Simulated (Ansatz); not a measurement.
Geometry optimisation, DFT PBE, scalar-relativistic, plane waves, PAW in Ansatz.

The input (input.yaml):

```yaml
crystal:
  lattice:
    - [0.0, 5.43, 5.43]
    - [5.43, 0.0, 5.43]
    - [5.43, 5.43, 0.0]
  atoms:
    - { symbol: Si, position: [0.0, 0.0, 0.0] }
    - { symbol: Si, position: [0.125, 0.125, 0.125] }
    - { symbol: Si, position: [0.0, 0.0, 0.5] }
    - { symbol: Si, position: [0.125, 0.125, 0.625] }
    - { symbol: Si, position: [0.0, 0.5, 0.0] }
    - { symbol: Si, position: [0.125, 0.625, 0.125] }
    - { symbol: Si, position: [0.0, 0.5, 0.5] }
    - { symbol: Si, position: [0.125, 0.625, 0.625] }
    - { symbol: Si, position: [0.5, 0.0, 0.0] }
    - { symbol: Si, position: [0.625, 0.125, 0.125] }
    - { symbol: Si, position: [0.5, 0.0, 0.5] }
    - { symbol: Si, position: [0.625, 0.125, 0.625] }
    - { symbol: Si, position: [0.5, 0.5, 0.0] }
    - { symbol: Si, position: [0.625, 0.625, 0.125] }
    - { symbol: Si, position: [0.5, 0.5, 0.5] }
    - { symbol: Si, position: [0.625, 0.625, 0.625] }
    - { symbol: O, position: [0.30367582, 0.80847456, 0.31406272], spin: 1.0 }
magnetization:
  spin_polarized: true
basis:
  ecutwfc: 420.0
kpoints:
  mp_grid: { grid: [2, 2, 2] }
hamiltonian:
  xc: pbe
  pseudopotentials: { kind: paw, azcp: { folder: soft_1 } }
scf:
  occupations: { method: gaussian, width: 0.05 }
  lower_state_search: "off"
relax:
  f_tol: 0.03
  max_steps: 60
  adjacent_minimum: "off"
```

Launched with:

```bash
$ ansatz run input.yaml --threads 2 --pin off --max-ram 5120MiB --backend cpu --events-out ev --progress --plain --runs-dir out
```

Where does it end, and by what steps?

It converged. The force dipped under the threshold on the way, but the program's further checks kept it going. Limits of this set-up: coarse k mesh. After 10 steps the energy has fallen by 2.444 eV; O17 moved furthest, 0.91 Å. Parted: Si3–Si8 (2.35 → 2.94 Å).

| step | energy less start (eV) | largest force component (eV/Å) | accepted |
| --- | --- | --- | --- |
| 0 | 0.0000 | 0.350 | yes |
| 1 | -0.0322 | 0.374 | yes |
| 2 | -0.1313 | 0.955 | yes |
| 3 | -0.3811 | 1.249 | yes |
| 4 | -0.8255 | 1.175 | yes |
| 5 | -1.4025 | 1.928 | yes |
| 6 | -2.2875 | 0.820 | yes |
| 7 | -2.3935 | 0.438 | yes |
| 8 | -2.4422 | 0.118 | yes |
| 9 | -2.4443 | 0.016 | yes |
| 10 | -2.4443 | 0.016 | yes |

```xyz
17
Lattice="0.0000 5.4300 5.4300 5.4300 0.0000 5.4300 5.4300 5.4300 0.0000" Properties=species:S:1:pos:R:3
Si 0.071 -0.027 0.075
Si 1.430 1.121 1.621
Si 2.735 2.528 0.305
Si 4.088 4.068 1.382
Si 2.830 -0.178 2.956
Si 4.138 1.356 4.171
Si 5.410 2.705 2.709
Si 6.478 4.258 4.054
Si 0.004 2.697 2.691
Si 1.344 4.053 4.066
Si 2.613 5.421 2.639
Si 3.819 6.965 3.945
Si 2.712 2.727 5.438
Si 4.086 4.086 6.776
Si 5.151 5.666 5.349
Si 6.705 6.803 6.711
O 6.782 3.409 5.451
```

Whether the end is a true minimum wasn't checked by a vibrational analysis.

Run time: 75 s on 2 threads of Arm Neoverse V2, with other jobs on the host, peak memory 0.67 GiB.
